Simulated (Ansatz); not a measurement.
# C5H15NO3Zr: a ladder of functionals and wavefunction methods

One table from this session's results is given with a row withheld; the runs are named, their logs left out.

The runs use Ansatz 0.2.0, Gaussian basis; functionals in def2-TZVPP, the program's frozen cores in correlated methods.

Levels to be run: LDA (SPW92), PBE-D4, revPBE-D4, BLYP-D4, r2SCAN-D4, B97M-V, PBE0-D4, B3LYP-D4, r2SCANh-D4, r2SCAN0-D4, HSE06-D4, BHLYP-D4, CAM-B3LYP-D4, LC-ωPBE, ωB97X-V, ωB97M-V, B2PLYP, PBE-QIDH; CCSD(T)/def2-SVP; CCSD(T)/def2-TZVPP; MP2/def2-QZVPP; extrapolation to the limit; RPA on PBE.

### The relaxed structure

All runs share one geometry, relaxed beforehand with PBE0-D4 in a triple-zeta def2 set. Zr takes the def2 core potential; no spin-orbit term is included.

SMILES `C[O][Zr]([OH])([NH]C(C)C)[O]C`, 25 atoms, charge 0, spin multiplicity 1.

Atoms are counted from 1 here; the program's logs count them from 0.

Bond lengths: C1–O2 1.384 Å, C1–H11 1.097 Å, C1–H12 1.096 Å, C1–H13 1.097 Å, O2–Zr3 1.930 Å, Zr3–O4 1.945 Å, Zr3–N5 2.049 Å, Zr3–O9 1.924 Å, O4–H14 0.951 Å, N5–C6 1.450 Å, N5–H15 1.014 Å, C6–C7 1.520 Å, C6–C8 1.523 Å, C6–H16 1.102 Å, C7–H17 1.094 Å, C7–H18 1.092 Å, C7–H19 1.096 Å, C8–H20 1.094 Å and more. Angles: O2–C1–H11 110.9°, O2–C1–H12 110.9°, O2–C1–H13 110.9°, H11–C1–H12 108.1°, H11–C1–H13 108.0°, H12–C1–H13 107.9°, C1–O2–Zr3 175.1°, O2–Zr3–O4 108.3°, O2–Zr3–N5 110.0°, O2–Zr3–O9 112.3°, O4–Zr3–N5 111.2°, O4–Zr3–O9 111.2°, N5–Zr3–O9 103.8°, Zr3–O4–H14 160.6°, Zr3–N5–C6 131.4°, Zr3–N5–H15 117.7°, C6–N5–H15 110.9°, N5–C6–C7 109.5° and more.

The first run:

Contents of in.yaml:

```yaml
crystal:
  periodic: [false, false, false]
  atoms:
    - {symbol: C, position_ang: [1.112129, 2.722420, 1.709108]}
    - {symbol: O, position_ang: [1.123762, 1.594523, 0.907440]}
    - {symbol: Zr, position_ang: [1.072599, -0.059881, -0.085823]}
    - {symbol: O, position_ang: [1.657167, -1.495665, 1.088520]}
    - {symbol: N, position_ang: [-0.822336, -0.399572, -0.787391]}
    - {symbol: C, position_ang: [-2.097044, -0.484249, -0.101717]}
    - {symbol: C, position_ang: [-1.892560, -0.238306, 1.383966]}
    - {symbol: C, position_ang: [-2.771204, -1.828419, -0.341336]}
    - {symbol: O, position_ang: [2.145668, 0.014480, -1.681428]}
    - {symbol: C, position_ang: [3.162874, 0.150067, -2.614511]}
    - {symbol: H, position_ang: [1.581320, 2.518669, 2.679113]}
    - {symbol: H, position_ang: [1.657839, 3.545504, 1.233038]}
    - {symbol: H, position_ang: [0.084895, 3.061323, 1.893339]}
    - {symbol: H, position_ang: [1.690633, -2.339487, 1.526562]}
    - {symbol: H, position_ang: [-0.934003, -0.569346, -1.780631]}
    - {symbol: H, position_ang: [-2.772250, 0.301722, -0.476530]}
    - {symbol: H, position_ang: [-1.448640, 0.744870, 1.563666]}
    - {symbol: H, position_ang: [-2.840165, -0.282313, 1.924452]}
    - {symbol: H, position_ang: [-1.230711, -1.000868, 1.810537]}
    - {symbol: H, position_ang: [-2.148188, -2.636983, 0.051253]}
    - {symbol: H, position_ang: [-2.918440, -2.005602, -1.410151]}
    - {symbol: H, position_ang: [-3.750056, -1.874303, 0.144847]}
    - {symbol: H, position_ang: [3.629183, 1.139691, -2.547669]}
    - {symbol: H, position_ang: [2.767395, 0.028675, -3.629183]}
    - {symbol: H, position_ang: [3.940132, -0.606938, -2.459481]}
basis:
  gaussian: {orbitals: def2-TZVPP}
hamiltonian: {xc: lda}
output: {orbitals: {seedname: orbitals}}
```

Command:

```
$ ansatz run in.yaml --threads 4 --pin off --events-out ev --progress --plain --max-ram 66560MiB --backend cuda --devices 0, --max-vram 37GiB
```

Steps of the session up to this table: LDA; PBE-D4 (GGA); revPBE-D4 (GGA); BLYP-D4 (GGA); r2SCAN-D4 (meta-GGA); B97M-V (meta-GGA); PBE0-D4 (hybrid); B3LYP-D4 (hybrid); r2SCANh-D4 (hybrid); r2SCAN0-D4 (hybrid); HSE06-D4 (hybrid); BHLYP-D4 (hybrid); CAM-B3LYP-D4 (range-separated); LC-ωPBE (range-separated); ωB97X-V (range-separated); ωB97M-V (range-separated); B2PLYP (double hybrid); PBE-QIDH (double hybrid).

One table of the session follows, with a row left open; its other results are not shown here.

It belongs to the step «Orbital energies across the functionals». 

```
  functional  HOMO (eV)  gap (eV)
 LDA (SPW92)      -5.16      4.33
      PBE-D4      -5.00      4.36
   revPBE-D4      -4.93      4.37
     BLYP-D4      -4.87      4.31
   r2SCAN-D4      -5.24      4.93
      B97M-V          ?         ?
     PBE0-D4      -6.30      6.38
    B3LYP-D4      -6.08      5.91
  r2SCANh-D4      -5.73      5.73
  r2SCAN0-D4      -6.48      6.88
    HSE06-D4      -5.90      5.64
    BHLYP-D4      -7.53      8.11
CAM-B3LYP-D4      -7.66      8.38
     LC-ωPBE      -8.99     10.72
     ωB97X-V      -8.67     10.23
     ωB97M-V      -8.60      9.59
```

Q: Estimate the row for B97M-V from the others.

The run gave: HOMO (eV): -5.36; gap (eV): 4.80. In the column «HOMO (eV)» it lies between r2SCANh-D4 (-5.73) and r2SCAN-D4 (-5.24).
